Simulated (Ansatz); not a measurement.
# CuGe4: the cost of one run

Method: DFT PBE+D3(BJ), scalar-relativistic, plane waves, PAW, in Ansatz 0.2.0.

7 further runs of the same task are left out: 7 set aside as unsound or not needed.

## Step 1: The system as given

The structure is trigonal, space group P3m1 (No. 156). Conventional cell: a = 4.030 Å, b = 4.030 Å, c = 21.598 Å, α = 90.00°, β = 90.00°, γ = 120.00°. Ge (site symmetry 3m) is surrounded by 3 Ge at 2.47 Å. Around Ge (site symmetry 3m) lie 4 Ge at 2.47 to 2.61 Å. Ge (site symmetry 3m) has 4 Ge at 2.45 to 2.61 Å as nearest neighbours. Ge (site symmetry 3m) has 3 Ge at 2.45 Å and 1 Cu at 2.80 Å as nearest neighbours. Cu (site symmetry 3m) is surrounded by 1 Ge at 2.80 Å.

As a file:

```
CELL_PARAMETERS angstrom
4.03036 0.00000 0.00000
-2.01518 3.49039 0.00000
0.00000 0.00000 21.59841
ATOMIC_POSITIONS crystal
Ge 0.33333 0.66667 0.18520
Ge 0.00000 0.00000 0.22329
Ge 0.00000 0.00000 0.34431
Ge 0.66667 0.33333 0.37958
Cu 0.66667 0.33333 0.50922
```

This is the geometry of the first run shown, built on a cell relaxed beforehand with the same method.

## Step 2: The scan

Atoms count from 1 in the order of the input.

Cu is moved over the surface cell at a fixed height above a rigid substrate; the origin of the map has the adsorbate above Ge4; the height is held at 2.80 Å.

First coordinate, position of Cu5 along the first surface vector, from above Ge4: 9 values from 0.000 to 0.889, periodic. Second coordinate, position of Cu5 along the second surface vector, from above Ge4: 9 values from 0.000 to 0.889, periodic.

Nothing else is relaxed. Points are written as (first, second).

The two vectors of the plane (Å): (4.030, 0.000, 0.000); (-2.015, 3.490, 0.000).

## Step 3: Point (0/9, 0/9) of the map's two axes

The cell repeats along c, and a dipole correction in the vacuum removes the field between the copies.

Contents of input.yaml:

```yaml
crystal:
  lattice:
    - [4.0303587907, 0.0, 0.0]
    - [-2.0151793953, 3.4903930991, 0.0]
    - [0.0, 0.0, 21.5984135941]
  atoms:
    - { symbol: Ge, position: [0.3333333333, 0.6666666667, 0.1851987871] }
    - { symbol: Ge, position: [0.0, 0.0, 0.2232892486] }
    - { symbol: Ge, position: [0.0, 0.0, 0.3443139717] }
    - { symbol: Ge, position: [0.6666666667, 0.3333333333, 0.3795840634] }
    - { symbol: Cu, position: [0.6666666667, 0.3333333333, 0.5092232143] }
basis:
  ecutwfc: 420
kpoints:
  mp_grid: { grid: [9, 9, 1] }
hamiltonian:
  xc: pbe
  pseudopotentials: { kind: paw, azcp: { folder: soft_1 } }
  dispersion: d3bj
scf:
  occupations: { method: gaussian, width: 0.1 }
output:
  forces: true
  eigenvalues: true
efield:
  axis: 3
  dipole_correction: true
  ramp_width: 0.04
```

On the command line:

```sh
ansatz run input.yaml --threads 1 --pin off --max-ram 3072MiB --backend cpu --events-out ev --progress --plain --runs-dir out
```

**Question.** How long does this run take on 1 thread of Arm Neoverse V2, shared host, and how much memory does it need?

About 19 s, with a peak of 0.47 GiB.
